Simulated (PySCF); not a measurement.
# Ru: excitation energy in ANO-RCC-VTZP

Each state of ruthenium is computed at each level; their differences give the excitation energy. How far do the methods differ?

Method: unrestricted determinants in a Gaussian basis, no spin-orbit coupling in the energies. Code: PySCF 2.14.0.

## Step 1: The atom as given

| Property | Result |
| --- | --- |
| Element | ruthenium (Z = 44) |
| Basis | ANO-RCC-VTZP (7s6p4d2f1g, 68 functions) |
| Hamiltonian | scalar relativity by spin-free X2C-1e |
| State 1 | Ru: [Kr] 4d6 5s1 6s1, high-spin 7D determinant (an excited configuration) |
| Needed too, but not shown | Ru [Kr] 4d7 5s1 (5F) |
| Methods | CCSD(T) |
| Core shells frozen in the correlated runs | valence: [Kr] (for Ru) |

The outer shells:

Ru [Kr] 4d6 5s1 6s1
```
[Kr] core
4d [↑↓][↑ ][↑ ][↑ ][↑ ]
5s [↑ ]
6s [↑ ]
```

One driver process ran all states and methods and kept the integrals in memory. Each run is shown as a PySCF script that sums up its settings (the driver passes frozen orbitals as a list and adds second-order terms of double hybrids); the logs are those of the runs themselves. The driver starts from symmetry-adapted Hartree-Fock orbitals, holds the occupation by maximum overlap and uses a logarithmic radial grid for functionals, so a plain start would take other cycles.

The integrals over 68 functions and the set-up took 6.8 s of CPU time.

## Step 2: Ru [Kr] 4d6 5s1 6s1: CCSD(T) (valence)

**CCSD(T) (valence)**

Input file input.py:

```python
from pyscf import gto, scf, dft, mp, cc
import basis_set_exchange as bse
mol = gto.M(atom="Ru 0 0 0", charge=0, spin=6, symmetry="D2h",
            basis=gto.basis.parse(bse.get_basis("ANO-RCC-VTZP", elements=["Ru"], fmt="nwchem")),
            nucmod="G")
mf = scf.UHF(mol).sfx2c1e()
mf.irrep_nelec = {'Ag': (10, 6), 'B1g': (2, 2), 'B2g': (2, 1), 'B3g': (2, 1), 'B1u': (3, 3), 'B2u': (3, 3), 'B3u': (3, 3)}
mf.kernel()
mycc = cc.CCSD(mf, frozen=18).run()
mycc.ccsd_t()
```

Before running it: what results should come out?

As calculated:

| quantity | value |
| --- | --- |
| excitation energy, Ru → [Kr] 4d6 5s1 6s1 | UHF 4.970, CCSD(T) (valence) 6.284 eV |

Accuracy by level (over 1 difference):

```csv
method,mean absolute miss against CCSD(T) (valence) (eV)
UHF,1.314
MP2 (valence),0.017
SCS-MP2 (valence),0.335
CCSD (valence),0.096
CCSD(T) (valence),0.000
```

What this shows: The methods span 1.648 eV, from UHF (4.970) to SCS-MP2 (valence) (6.619). No reference value is at hand in this session. All values hold for this basis alone; no basis-set limit was taken.
